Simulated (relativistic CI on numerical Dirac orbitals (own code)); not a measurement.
# Tc⁺ (4d6) in crystal fields: levels and magnetism

Aim: the levels, ground state and powder susceptibility of Tc⁺ in 6 parametric crystal fields.

The numbers are computed with relativistic CI on numerical Dirac orbitals (own code) version 1 (Dirac-Coulomb-Breit CI, KLI orbitals optimised for each configuration, model QED (radiative potential, 1s self-energy scaled to tabulated hydrogen-like ionisation energies), valence Slater integrals scaled by 0.65, one configuration in a parametric crystal field), except any that are marked as measured or tabulated.

## 1. Starting point

* ion: Tc⁺ (Tc II)
* nuclear charge: 43
* electrons: 42
* open shell: 4d6
* Slater scale: 0.65
* field 1 (cm⁻¹): D3d, 10Dq = 16800, Dsigma = -840, Dtau = -110
* field 2 (cm⁻¹): Td, 10Dq = -4350
* field 3 (cm⁻¹): D4h, 10Dq = 22550, Ds = 1200, Dt = 640
* field 4 (cm⁻¹): D4h, 10Dq = 10650, Ds = 2590, Dt = 790
* field 5 (cm⁻¹): D4h, 10Dq = 19600, Ds = 2030, Dt = 400
* field 6 (cm⁻¹): Oh, 10Dq = 20500

Outer shells as boxes (Hund's rule):

[Kr] 4d6
```
[Kr] core
4d [↑↓][↑ ][↑ ][↑ ][↑ ]
```

## 2. Field 1: D3d, 10Dq = 16800, Dsigma = -840, Dtau = -110

Input settings:

```ini
atom Tc  Z=43  charge=1  electrons=42
nucleus A=97  rms_radius_fm=4.4112
hamiltonian dirac-coulomb  breit=on  qed=on  c_scale=1
orbitals kli  potential=per-configuration
slater_scale 0.65
correlation none
mixing on
configurations
  [Kr] 4d6
end
crystal_field D3d 10Dq=16800 Dsigma=-840 Dtau=-110
```

## 3. Field 2: Td, 10Dq = -4350

Settings: those of step 2 with these lines changed.

```diff
@@ -10,2 +10,2 @@
 end
-crystal_field D3d 10Dq=16800 Dsigma=-840 Dtau=-110
+crystal_field Td 10Dq=-4350
```

## 4. Field 3: D4h, 10Dq = 22550, Ds = 1200, Dt = 640

Settings: those of step 3 with these lines changed.

```diff
@@ -10,2 +10,2 @@
 end
-crystal_field Td 10Dq=-4350
+crystal_field D4h 10Dq=22550 Ds=1200 Dt=640
```

## 5. Field 4: D4h, 10Dq = 10650, Ds = 2590, Dt = 790

Settings: those of step 4 with these lines changed.

```diff
@@ -10,2 +10,2 @@
 end
-crystal_field D4h 10Dq=22550 Ds=1200 Dt=640
+crystal_field D4h 10Dq=10650 Ds=2590 Dt=790
```

## 6. Field 5: D4h, 10Dq = 19600, Ds = 2030, Dt = 400

Settings: those of step 5 with these lines changed.

```diff
@@ -10,2 +10,2 @@
 end
-crystal_field D4h 10Dq=10650 Ds=2590 Dt=790
+crystal_field D4h 10Dq=19600 Ds=2030 Dt=400
```

## 7. Field 6: Oh, 10Dq = 20500

Settings: those of step 6 with these lines changed.

```diff
@@ -10,2 +10,2 @@
 end
-crystal_field D4h 10Dq=19600 Ds=2030 Dt=400
+crystal_field Oh 10Dq=20500
```

(Steps that only read results are left out.)

Q: Predict the outcome of this session. Wanted: ground spin.

As calculated:

| field | ground state | degeneracy | S | J | first gap (cm⁻¹) | stabilisation (cm⁻¹) | χT at 2 K | χT at 300 K |
| --- | --- | --- | --- | --- | --- | --- | --- | --- |
| 1: D3d | A1 | 1 | 0.04 | 4.56 | 10134 | -22401 | 0.001 | 0.088 |
| 2: Td | A1 | 1 | 1.98 | 3.41 | 48 | -2113 | 0.223 | 3.555 |
| 3: D4h | A1 | 1 | 0.03 | 4.55 | 9895 | -28050 | 0.001 | 0.079 |
| 4: D4h | B1 | 1 | 1.37 | 4.27 | 137 | -4489 | 0.065 | 3.472 |
| 5: D4h | A1 | 1 | 0.04 | 4.55 | 7588 | -24432 | 0.001 | 0.087 |
| 6: Oh | A1 | 1 | 0.02 | 4.55 | 14922 | -31994 | 0.000 | 0.069 |

χT is in cm³ K/mol; stabilisation counts from the free ion's lowest level; S and J come from the expectation values of their squares.

| quantity | value |
| --- | --- |
| ground spin (effective S from ⟨S²⟩) | 1: 0.04, 2: 1.98, 3: 0.03, 4: 1.37, 5: 0.04, 6: 0.02 |
| χT at 300 K | 0.07 to 3.56 cm³ K/mol |

The ground spin ranges from 0.02 to 1.98 over these fields. Fields 1, 2, 3, 4, 5, 6 leave a non-degenerate ground state well apart, so χT falls towards zero on cooling. The field is a set of parameters, without covalency or charge transfer.
